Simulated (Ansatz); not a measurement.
# C₃H₈ClNSi: one species, many methods

One table from this session's results is given with a row withheld; the runs are named, their logs left out.

The runs use Ansatz 0.2.0, Gaussian basis; functionals in def2-TZVPP, the program's frozen cores in correlated methods.

The runs, in order: PBE-D4, r2SCAN-D4, PBE0-D4, B3LYP-D4, ωB97X-V, ωB97M-V, B2PLYP; CCSD(T)/def2-TZVPP; MP2/def2-QZVPP; extrapolation to the limit.

## The geometry

All runs share one geometry, relaxed beforehand with PBE0-D4 in a triple-zeta def2 set.

SMILES `C=CCN[SiH2]Cl`, 14 atoms, charge 0, spin multiplicity 1.

Atoms are counted from 1 here; the program's logs count them from 0.

Bond lengths: C1–C2 1.324 Å, C1–H7 1.084 Å, C1–H8 1.083 Å, C2–C3 1.496 Å, C2–H9 1.088 Å, C3–N4 1.444 Å, C3–H10 1.100 Å, C3–H11 1.098 Å, N4–Si5 1.697 Å, N4–H12 1.009 Å, Si5–Cl6 2.073 Å, Si5–H13 1.479 Å, Si5–H14 1.479 Å. Angles: C2–C1–H7 121.3°, C2–C1–H8 121.2°, H7–C1–H8 117.5°, C1–C2–C3 125.6°, C1–C2–H9 119.7°, C3–C2–H9 114.7°, C2–C3–N4 114.2°, C2–C3–H10 108.5°, C2–C3–H11 108.6°, N4–C3–H10 111.6°, N4–C3–H11 108.4°, H10–C3–H11 105.0°, C3–N4–Si5 124.4°, C3–N4–H12 113.4°, Si5–N4–H12 118.7°, N4–Si5–Cl6 114.6°, N4–Si5–H13 108.2°, N4–Si5–H14 108.8° and more.

Set-up of the first run:

File in.yaml:

```yaml
crystal:
  periodic: [false, false, false]
  atoms:
    - {symbol: C, position_ang: [1.246088, 1.830770, -0.643367]}
    - {symbol: C, position_ang: [1.640161, 0.604860, -0.334628]}
    - {symbol: C, position_ang: [0.737150, -0.551844, -0.041895]}
    - {symbol: N, position_ang: [-0.664406, -0.278389, -0.256919]}
    - {symbol: Si, position_ang: [-1.912023, -0.816837, 0.759114]}
    - {symbol: Cl, position_ang: [-2.287278, -2.853541, 0.662230]}
    - {symbol: H, position_ang: [0.194211, 2.090085, -0.688094]}
    - {symbol: H, position_ang: [1.963443, 2.616134, -0.847934]}
    - {symbol: H, position_ang: [2.702707, 0.376427, -0.285430]}
    - {symbol: H, position_ang: [1.075825, -1.417542, -0.629545]}
    - {symbol: H, position_ang: [0.876322, -0.848155, 1.006048]}
    - {symbol: H, position_ang: [-0.884731, -0.048072, -1.214255]}
    - {symbol: H, position_ang: [-3.162540, -0.141645, 0.350931]}
    - {symbol: H, position_ang: [-1.524930, -0.562261, 2.163754]}
basis:
  gaussian: {orbitals: def2-TZVPP}
hamiltonian: {xc: pbe, dispersion: d4}
output: {forces: true, orbitals: {seedname: orbitals}}
```

Started as:

```bash
ansatz run in.yaml --threads 2 --pin off --events-out ev --progress --plain --max-ram 32768MiB --backend cuda --devices 0, --max-vram 18GiB
```

Among the steps run: PBE-D4 (GGA); r2SCAN-D4 (meta-GGA); PBE0-D4 (hybrid); B3LYP-D4 (hybrid); ωB97X-V (range-separated); ωB97M-V (range-separated); B2PLYP (double hybrid); CCSD(T) in def2-TZVPP; MP2 in def2-QZVPP.

One of the session's tables, all rows but one given; the rest of the session is left out.

It belongs to the step «Atomisation energies». 

| method | atomisation energy (kcal/mol) |
| --- | --- |
| PBE-D4 | 1291.3 |
| r2SCAN-D4 | 1268.6 |
| PBE0-D4 | 1272.9 |
| B3LYP-D4 | 1269.2 |
| ωB97X-V | ? |
| ωB97M-V | 1273.3 |
| B2PLYP | 1254.3 |
| HF/def2-TZVPP | 932.0 |
| MP2/def2-TZVPP | 1251.1 |
| CCSD/def2-TZVPP | 1215.6 |
| CCSD(T)/def2-TZVPP | 1233.8 |
| MP2/CBS | 1285.0 |
| CCSD(T)/CBS | 1267.7 |

Q: Estimate the row for ωB97X-V from the others.

**Answer.** atomisation energy (kcal/mol): 1272.3. In the column «atomisation energy (kcal/mol)» it lies between B3LYP-D4 (1269.2) and PBE0-D4 (1272.9).
